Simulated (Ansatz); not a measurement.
# Ga2O3: the cost of one run

Computed with Ansatz 0.2.0 (DFT PBE, scalar-relativistic, plane waves, PAW, unless a step's input says otherwise).

## Step 1: Starting point

Symmetry: R-3c, No. 167, trigonal system. Conventional cell: a = 4.997 Å, b = 4.997 Å, c = 13.451 Å, α = 90.00°, β = 90.00°, γ = 120.00°. Ga (site symmetry 3) is surrounded by 6 O at 1.93 to 2.08 Å. Around O (site symmetry 2) lie 4 Ga at 1.93 to 2.08 Å.

Coordinates:

```
Ga O
1.0
    -4.99740   -2.88525    4.48355
     4.99740   -2.88525    4.48355
     0.00000    5.77050    4.48355
Ga O
16 24
Cartesian
  -2.4987 -1.4426 7.0246
  2.4987 -1.4426 7.0246
  0.0000 2.8852 7.0246
  0.0000 0.0000 11.5082
  -2.4987 -1.4426 4.1842
  2.4987 -1.4426 4.1842
  0.0000 2.8852 4.1842
  0.0000 0.0000 8.6678
  0.0000 0.0000 1.9425
  0.0000 -2.8852 6.4260
  -2.4987 1.4426 6.4260
  2.4987 1.4426 6.4260
  0.0000 0.0000 4.7829
  0.0000 -2.8852 9.2664
  -2.4987 1.4426 9.2664
  2.4987 1.4426 9.2664
  -1.7412 -2.7547 5.6044
  3.2562 -2.7547 5.6044
  0.7575 1.5732 5.6044
  0.7575 -1.3121 10.0880
  -4.0138 -1.4426 5.6044
  0.9836 -1.4426 5.6044
  -1.5151 2.8852 5.6044
  -1.5151 0.0000 10.0880
  -1.7412 -0.1306 5.6044
  3.2562 -0.1306 5.6044
  0.7575 4.1973 5.6044
  0.7575 1.3121 10.0880
  -0.7575 1.3121 3.3627
  -0.7575 -1.5732 7.8462
  -3.2562 2.7547 7.8462
  1.7412 2.7547 7.8462
  -0.7575 -1.3121 3.3627
  -0.7575 -4.1973 7.8462
  -3.2562 0.1306 7.8462
  1.7412 0.1306 7.8462
  1.5151 0.0000 3.3627
  1.5151 -2.8852 7.8462
  -0.9836 1.4426 7.8462
  4.0138 1.4426 7.8462
```

The runs take a perfect supercell of 40 atoms; the defect goes to fractional position (0.856, 0.356, 0.356).

## Step 2: The perfect supercell

input.yaml reads:

```yaml
crystal:
  lattice:
    - [-4.997398, -2.885249, 4.48355]
    - [4.997398, -2.885249, 4.48355]
    - [0.0, 5.770499, 4.48355]
  atoms:
    - { symbol: Ga, position: [0.855586, 0.355586, 0.355586] }
    - { symbol: Ga, position: [0.355586, 0.855586, 0.355586] }
    - { symbol: Ga, position: [0.355586, 0.355586, 0.855586] }
    - { symbol: Ga, position: [0.855586, 0.855586, 0.855586] }
    - { symbol: Ga, position: [0.644414, 0.144414, 0.144414] }
    - { symbol: Ga, position: [0.144414, 0.644414, 0.144414] }
    - { symbol: Ga, position: [0.144414, 0.144414, 0.644414] }
    - { symbol: Ga, position: [0.644414, 0.644414, 0.644414] }
    - { symbol: Ga, position: [0.144414, 0.144414, 0.144414] }
    - { symbol: Ga, position: [0.644414, 0.644414, 0.144414] }
    - { symbol: Ga, position: [0.644414, 0.144414, 0.644414] }
    - { symbol: Ga, position: [0.144414, 0.644414, 0.644414] }
    - { symbol: Ga, position: [0.355586, 0.355586, 0.355586] }
    - { symbol: Ga, position: [0.855586, 0.855586, 0.355586] }
    - { symbol: Ga, position: [0.855586, 0.355586, 0.855586] }
    - { symbol: Ga, position: [0.355586, 0.855586, 0.855586] }
    - { symbol: O, position: [0.75, 0.401584, 0.098416] }
    - { symbol: O, position: [0.25, 0.901584, 0.098416] }
    - { symbol: O, position: [0.25, 0.401584, 0.598416] }
    - { symbol: O, position: [0.75, 0.901584, 0.598416] }
    - { symbol: O, position: [0.901584, 0.098416, 0.25] }
    - { symbol: O, position: [0.401584, 0.598416, 0.25] }
    - { symbol: O, position: [0.401584, 0.098416, 0.75] }
    - { symbol: O, position: [0.901584, 0.598416, 0.75] }
    - { symbol: O, position: [0.598416, 0.25, 0.401584] }
    - { symbol: O, position: [0.098416, 0.75, 0.401584] }
    - { symbol: O, position: [0.098416, 0.25, 0.901584] }
    - { symbol: O, position: [0.598416, 0.75, 0.901584] }
    - { symbol: O, position: [0.25, 0.098416, 0.401584] }
    - { symbol: O, position: [0.75, 0.598416, 0.401584] }
    - { symbol: O, position: [0.75, 0.098416, 0.901584] }
    - { symbol: O, position: [0.25, 0.598416, 0.901584] }
    - { symbol: O, position: [0.401584, 0.25, 0.098416] }
    - { symbol: O, position: [0.901584, 0.75, 0.098416] }
    - { symbol: O, position: [0.901584, 0.25, 0.598416] }
    - { symbol: O, position: [0.401584, 0.75, 0.598416] }
    - { symbol: O, position: [0.098416, 0.401584, 0.25] }
    - { symbol: O, position: [0.598416, 0.901584, 0.25] }
    - { symbol: O, position: [0.598416, 0.401584, 0.75] }
    - { symbol: O, position: [0.098416, 0.901584, 0.75] }
basis:
  ecutwfc: 420
  fft_grid_basis: typed
kpoints:
  mp_grid: { grid: [3, 3, 3] }
hamiltonian:
  xc: pbe
  pseudopotentials: { kind: paw }
scf:
  occupations: { method: gaussian, width: 0.05 }
output:
  forces: true
  stress: false
  eigenvalues: true
  bader: false
  write_density: true
  volumetric_format: npy
```

Run with:

```sh
ansatz run input.yaml --threads 4 --pin off --max-ram 10240MiB --backend cpu --events-out ev --progress --plain --runs-dir out
```

**Question.** How long does this run take on 4 threads of Intel Xeon 6975P-C (Granite Rapids), shared host, and how much memory does it need?

About 4.6 s, with a peak of 2 GiB.
